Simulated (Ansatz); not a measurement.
Li, space group P2_13, a comparison of norm-conserving and PAW potentials

With Ansatz's Python interface.

Notebook, run cell by cell (the value of a cell's last expression is shown):

In [1]:
```python
import ansatz as az
import numpy as np
```

In [2]:
```python
def count_gap(report):
    # lowest empty less highest filled band, counting bands; zero where they overlap
    return max(report.get("gap_by_band_count_ev") or 0.0, 0.0)

xtal = (
    az.Lattice.of((4.45444, 0.0, 0.0), (0.0, 4.45444, 0.0), (0.0, 0.0, 4.45444))
    .atom("Li", (0.874568, 0.125432, 0.625432))
    .atom("Li", (0.374568, 0.374568, 0.374568))
    .atom("Li", (0.125432, 0.625432, 0.874568))
    .atom("Li", (0.625432, 0.874568, 0.125432))
)
```

In [3]:
```python
model = (
    xtal.calculation()
    .functional("pbesol")
    .occupations(az.OccupationsMethod.FERMI_DIRAC, width=0.1)  # the run then minimises F = E - TS
    .kpoints(mesh=(5, 5, 5))
    .stress()
    .forces()  # eV per angstrom
    .band_table()
)
variants = {
    "PAW": model.pseudopotentials("paw"),
    "norm-conserving": model.pseudopotentials("nc"),
}
# totals differ by the cores that each treatment holds, so compare what does not depend on them
rows = []
for label, variant in variants.items():
    r = variant.run().report
    levels = np.array(r["eigenvalues_ev"][0]) - r["fermi_energy_ev"]
    print(label, "levels at the first k-point near E_F:", np.round(levels[np.abs(levels) < 5], 3))
    rows.append((label, r["n_electrons"], np.trace(r["stress_gpa"]) / 3, count_gap(r)))
lines = [",".join(["treatment", "electrons in bands", "P GPa", "gap by band count eV"])] + [",".join(f"{v:.4f}" if isinstance(v, float) else str(v) for v in row) for row in rows]
print("\n".join(lines))
with open("nc_paw.csv", "w") as handle:
    handle.write("\n".join(lines) + "\n")
```
```text
DeckWarning: basis.ecutwfc = 420 eV, auto-derived from the records' recommended cutoffs: set by Li (normal level)
PAW levels at the first k-point near E_F: [-3.58   2.125  2.125  2.125  2.302  2.302]
DeckWarning: basis.ecutwfc = 1006.821291 eV, auto-derived from the records' recommended cutoffs: set by Li (normal level)
norm-conserving levels at the first k-point near E_F: [-3.58   2.127  2.127  2.127  2.302  2.302]
treatment,electrons in bands,P GPa,gap by band count eV
PAW,12.0000,0.2424,0.0000
norm-conserving,12.0000,0.2504,0.0000
```

PAW gives 0.242 GPa and norm-conserving 0.250 GPa, 0.008 GPa apart. They took 0.9 and 2.4 s of processor time.

Caveats:
- The computed bands are complete only to about 2.1 eV above the Fermi level.
- The mesh is modest for a metal, so energies can be off by several to tens of meV an atom and pressures by half a GPa or more; differences at equal mesh fare better.
- Within a few hundredths of an angstrom the cell has the higher group P4_132; the lower one is a small distortion.
- A gap by band count of zero or less means overlapping bands, a metal.
- This isn't the structure that Li takes at ambient conditions.
- Levels are Kohn-Sham eigenvalues on this mesh.
- Warnings are shown shortened and without file and line.
- Stress is positive in compression.
- Timing: 3.7 s on 1 thread of Arm Neoverse V2, with other jobs on the host, peak memory 0.39 GiB.
